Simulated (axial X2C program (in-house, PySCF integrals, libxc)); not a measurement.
# A two-component session on SnSi⁺: EOM-EA-CCSD levels

Wanted for SnSi⁺: EOM-EA-CCSD levels, at the two-component level.

Computed with an in-house X2C program for linear molecules on PySCF integrals. Level: two-component X2C with atomic mean-field terms, Sn dyall-acv3z, Si dyall-av3z.

All values are calculated.

### Step 1. The job

Contents of task.json:

```json
{"zs": [50, 14], "q": 1, "bas": ["dyall-acv3z", "dyall-av3z"], "r0": 2.56, "eom": "ea", "thr": -2.0, "nmax": 92, "grid": [1, 0.96, 1.045, 0.92, 1.09, 1.15]}
```

Keys: zs atomic numbers; q charge; bas basis sets; r0 starting distance in Å; eom kind of EOM run; thr threshold in hartree for freezing inner shells (an s shell follows its p shell); nmax most natural virtual spinors; grid distances as factors.

Run with:

```sh
$ python soeom.py task.json out
```

After this run come: EOM-EA-CCSD at 2.549 Å.

**Question.** What will these runs give? Wanted: next root with a one-particle weight over 0.6; T1 of the reference.

As calculated:

```
                                     quantity                           value
                       lowest root at 2.549 Å              Ω = 1/2, 13.403 eV
next root with a one-particle weight over 0.6  Ω = 3/2, about 150 cm⁻¹ higher
                          T1 of the reference                           0.081
```

In words: The two lowest roots lie 150 cm⁻¹ apart, inside the method's error for states of unlike make-up: unless they are components of one term, their order isn't settled. The added electron is bound by 13.40 eV in a spinor of 39% Si pπ, 28% Sn pπ, 10% Si pσ. With a reference this poor (T1 or doubles large) the levels aren't secure even in their order; roots led by higher excitations are left out, as are roots with a one-particle weight under 0.6, so the list is incomplete, and low states of that kind can be missing. T1 or the largest double amplitude of the reference is raised, which lowers the reliability.
